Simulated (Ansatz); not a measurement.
**MgO (Periclase): further runs on the relaxed cell**

The task here is to estimate one member of a computed series from the others.

The COD entry's cell or inner coordinates are ideal or old and differ from later refinements, so a difference from it is no clean test against experiment.

Computed with Ansatz 0.2.0 (DFT HSE06, scalar-relativistic, plane waves, PAW, unless a step's input says otherwise).

1 further run of the same task is left out (set aside as unsound or not needed).

### The structure to begin with

Symmetry: Fm-3m, No. 225, cubic system. Conventional cell: a = 4.201 Å, b = 4.201 Å, c = 4.201 Å, α = 90.00°, β = 90.00°, γ = 90.00°. Mg (site symmetry m-3m) has 6 O at 2.10 Å as nearest neighbours. O (site symmetry m-3m) has 6 Mg at 2.10 Å as nearest neighbours.

Coordinates:

```cif
data_structure
_symmetry_space_group_name_H-M 'Fm-3m'
_symmetry_Int_Tables_number 225
_cell_length_a 4.2014
_cell_length_b 4.2014
_cell_length_c 4.2014
_cell_angle_alpha 90.000
_cell_angle_beta 90.000
_cell_angle_gamma 90.000
_cell_volume 74.16
loop_
_atom_site_label
_atom_site_type_symbol
_atom_site_symmetry_multiplicity
_atom_site_Wyckoff_symbol
_atom_site_fract_x
_atom_site_fract_y
_atom_site_fract_z
_atom_site_occupancy
Mg1 Mg 4 a 0.00000 0.00000 0.00000 1
O1 O 4 b 0.50000 0.00000 0.00000 1
```

This cell was relaxed beforehand with the same method: volume 9.27 Å³/atom, gap on the mesh 6.56 eV.

Set-up of the first run:

Input file input.yaml:

```yaml
crystal:
  lattice:
    - [0.0, 2.0794814021, 2.0794814021]
    - [2.0794814021, 0.0, 2.0794814021]
    - [2.0794814021, 2.0794814021, 0.0]
  atoms:
    - { symbol: Mg, position: [0.0, 0.0, 0.0] }
    - { symbol: O, position: [0.5, 0.5, 0.5] }
basis:
  ecutwfc: 420
kpoints:
  mp_grid: { grid: [6, 6, 6] }
hamiltonian:
  xc: hse06
scf:
  occupations: { method: gaussian, width: 0.02 }
output:
  forces: true
  stress: true
  eigenvalues: true
```

The run is started by

```bash
$ ansatz run input.yaml --threads 4 --pin off --max-ram 10240MiB --backend cpu --events-out ev --progress --plain --runs-dir out
```

Among the steps run: Point at V/V0 = 0.97; Volume × 1.03; Point at V/V0 = 0.94; Volume × 1.06.

One table of the session follows, with a row left open; its other results are not shown here.

It belongs to the step «Energy against volume». 

| volume (Å³/atom) | energy above the lowest point (meV/atom) | pressure (GPa) | gap on the mesh (eV) |
| --- | --- | --- | --- |
| 8.714 | 19.4 | 11.76 | 7.25 |
| 8.992 | 4.7 | 5.42 | 6.90 |
| 9.270 | 0.0 | 0.00 | 6.56 |
| 9.548 | ? | ? | ? |
| 9.827 | 15.7 | -8.63 | 5.96 |

Estimate the missing values for volume (Å³/atom) = 9.548.

Worked estimate for «energy above the lowest point (meV/atom)». A straight line through the neighbours (9.270, 0.0) and (9.827, 15.7) gives 0.0 + (15.7 − 0.0) × (9.548 − 9.270) / (9.827 − 9.270) = 7.8; a parabola fitted to 3 rows on both sides gives 3.6.

The run gave: energy above the lowest point (meV/atom): 4.3; pressure (GPa): -4.65; gap on the mesh (eV): 6.25. In «energy above the lowest point (meV/atom)» the line misses by +3.5 and the parabola by -0.7.

Limits of these values: Warnings in the runs' records: stress exchange threshold loose, stress scf threshold loose.
